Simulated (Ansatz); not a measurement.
**GeH4Se4: ionisation energy by level of theory**

The task here is to estimate one member of a computed series from the others.

Method: unrestricted cation, the program's frozen cores in correlated methods; program: Ansatz 0.2.0, Gaussian basis.

The runs, in order: UKS PBE-D4/def2-TZVPP; UKS r2SCAN-D4/def2-TZVPP; UKS PBE0-D4/def2-TZVPP; UKS B3LYP-D4/def2-TZVPP; UKS wB97X-V/def2-TZVPP; UKS wB97M-V/def2-TZVPP; UKS B2PLYP/def2-TZVPP; UHF-CCSD(T)/def2-TZVPP; UHF-MP2/def2-QZVPP; extrapolation to the limit; then −ε(HOMO) from the neutral's earlier runs with LDA (SPW92), PBE-D4, revPBE-D4, BLYP-D4, r2SCAN-D4, B97M-V, PBE0-D4, B3LYP-D4, r2SCANh-D4, r2SCAN0-D4, HSE06-D4, BHLYP-D4, CAM-B3LYP-D4, LC-ωPBE, ωB97X-V, ωB97M-V.

### The relaxed structure

An earlier PBE0-D4 in a triple-zeta def2 set relaxation fixed the geometry.

SMILES `[SeH][Ge]([SeH])([SeH])[SeH]`, 9 atoms, charge 0, spin multiplicity 1.

Atoms are counted from 1 here; the program's logs count them from 0.

Bond lengths: Se1–Ge2 2.353 Å, Se1–H6 1.469 Å, Ge2–Se3 2.354 Å, Ge2–Se4 2.356 Å, Ge2–Se5 2.356 Å, Se3–H7 1.469 Å, Se4–H8 1.471 Å, Se5–H9 1.471 Å. Angles: Ge2–Se1–H6 92.0°, Se1–Ge2–Se3 102.9°, Se1–Ge2–Se4 107.9°, Se1–Ge2–Se5 114.4°, Se3–Ge2–Se4 114.4°, Se3–Ge2–Se5 107.8°, Se4–Ge2–Se5 109.5°, Ge2–Se3–H7 92.0°, Ge2–Se4–H8 92.2°, Ge2–Se5–H9 92.2°.

Set-up of the first run:

Input file in.yaml:

```yaml
crystal:
  periodic: [false, false, false]
  atoms:
    - {symbol: Se, position_ang: [-0.372086, 1.404786, -2.161300]}
    - {symbol: Ge, position_ang: [0.227002, 0.100678, -0.296005]}
    - {symbol: Se, position_ang: [2.493553, -0.387052, -0.701754]}
    - {symbol: Se, position_ang: [-1.180674, -1.787644, -0.250057]}
    - {symbol: Se, position_ang: [0.091000, 1.231319, 1.766288]}
    - {symbol: H, position_ang: [-1.440035, 2.079324, -1.411392]}
    - {symbol: H, position_ang: [2.420083, -1.626152, 0.083723]}
    - {symbol: H, position_ang: [-0.782101, -2.121195, 1.125592]}
    - {symbol: H, position_ang: [-1.368241, 1.059636, 1.827905]}
basis:
  gaussian: {orbitals: def2-TZVPP}
total_charge: 1
magnetization: {spin_polarized: true, initial_magnetization: 1}
hamiltonian: {xc: pbe, dispersion: d4}
```

The run is started by

```sh
> ansatz run in.yaml --threads 2 --pin off --events-out ev --progress --plain --max-ram 32768MiB --backend cuda --devices 0, --max-vram 18GiB
```

Among the steps run: Cation, UKS PBE-D4/def2-TZVPP; Cation, UKS r2SCAN-D4/def2-TZVPP; Cation, UKS PBE0-D4/def2-TZVPP; Cation, UKS B3LYP-D4/def2-TZVPP; Cation, UKS wB97X-V/def2-TZVPP; Cation, UKS wB97M-V/def2-TZVPP; Cation, UKS B2PLYP (frozen core)/def2-TZVPP; Cation, UHF-CCSD(T)/def2-TZVPP; Cation, UHF-MP2/def2-QZVPP.

One table of the session follows, with a row left open; its other results are not shown here.

Orbital estimates, from the neutral's runs:

```
  functional  −ε(HOMO) (eV)
 LDA (SPW92)           6.19
      PBE-D4           6.03
   revPBE-D4           5.98
     BLYP-D4           5.85
   r2SCAN-D4           6.33
      B97M-V           6.39
     PBE0-D4           7.16
    B3LYP-D4           6.92
  r2SCANh-D4           6.74
  r2SCAN0-D4              ?
    HSE06-D4           6.77
    BHLYP-D4           8.12
CAM-B3LYP-D4           8.40
     LC-ωPBE           9.75
     ωB97X-V           9.41
     ωB97M-V           9.25
```

Q: Estimate the row for r2SCAN0-D4 from the others.

Worked estimate for «−ε(HOMO) (eV)». Against the share of exact exchange, r2SCAN-D4 (0, 6.33), r2SCANh-D4 (0.1, 6.74) give a slope of 4.10 per unit share; at 0.25 the line stands at 7.35.

As computed: −ε(HOMO) (eV): 7.35. In «−ε(HOMO) (eV)» the line misses by 0.00.
